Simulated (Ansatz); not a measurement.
# ClF3H4SiZr: the cost of one run

Method: RKS PBE/def2-SVP, in Ansatz 0.2.0.

### 1 Starting point

Bond lengths: Zr1–F2 2.330 Å, Zr1–Cl3 2.520 Å, Zr1–F4 1.979 Å, Zr1–F5 1.979 Å, Zr1–Si6 2.910 Å, Si6–H7 1.460 Å, Si6–H8 1.460 Å, Si6–H9 1.460 Å. Angles (14 of 16 angles, heavy atoms first): F2–Zr1–Cl3 109.5°, F2–Zr1–F4 109.5°, F2–Zr1–F5 109.5°, F2–Zr1–Si6 71.6°, Cl3–Zr1–F4 109.5°, Cl3–Zr1–F5 109.5°, Cl3–Zr1–Si6 67.1°, F4–Zr1–F5 109.5°, F4–Zr1–Si6 72.9°, F5–Zr1–Si6 176.5°, Zr1–Si6–H7 109.5°, Zr1–Si6–H8 109.5°, Zr1–Si6–H9 109.5°, H7–Si6–H8 109.4°.

Coordinates:

```xyz
10

Zr    0.0000    0.0000    0.0000
F     0.0000    0.0000    2.3300
Cl    2.3764    0.0000   -0.8392
F    -0.9326    1.6157   -0.6593
F    -0.9326   -1.6157   -0.6593
Si    1.5261    2.3015    0.9176
H     2.6492    1.8480    1.7329
H     2.0303    3.0429   -0.2347
H     0.6658    3.1701    1.7157
H     0.7176    1.0822    2.1702
```

### 2 Pulling towards end A

Springs on the bonds that form and break draw the guess towards this end; the thresholds are loose.

input.yaml reads:

```yaml
crystal:
  periodic: [false, false, false]
  atoms:
    - { symbol: Zr, position_ang: [0.0, 0.0, 0.0] }
    - { symbol: F, position_ang: [0.0, 0.0, 2.33] }
    - { symbol: Cl, position_ang: [2.3764, 0.0, -0.8392] }
    - { symbol: F, position_ang: [-0.9326, 1.6157, -0.6593] }
    - { symbol: F, position_ang: [-0.9326, -1.6157, -0.6593] }
    - { symbol: Si, position_ang: [1.5261, 2.3015, 0.9176] }
    - { symbol: H, position_ang: [2.6492, 1.848, 1.7329] }
    - { symbol: H, position_ang: [2.0303, 3.0429, -0.2347] }
    - { symbol: H, position_ang: [0.6658, 3.1701, 1.7157] }
    - { symbol: H, position_ang: [0.7176, 1.0822, 2.1702] }
basis:
  gaussian: { orbitals: def2-SVP }
hamiltonian:
  xc: pbe
relax:
  f_tol: 0.15
  max_steps: 25
  restrain:
    - { distance: [0, 5], at: 3.81, k: 30.0 }
    - { distance: [9, 1], at: 2.12, k: 30.0 }
    - { distance: [0, 1], at: 1.98, k: 30.0 }
    - { distance: [9, 5], at: 1.46, k: 30.0 }
```

Started as:

```console
$ ansatz run input.yaml --threads 4 --pin off --max-ram 5120MiB --backend cpu --events-out ev --progress --plain --runs-dir out
```

**Question.** How long does this run take on 4 threads of Intel Xeon Platinum 8259CL at 2.50GHz (Skylake/Cascade Lake), shared host, and how much memory does it need?

About 25 s, with a peak of 0.21 GiB.
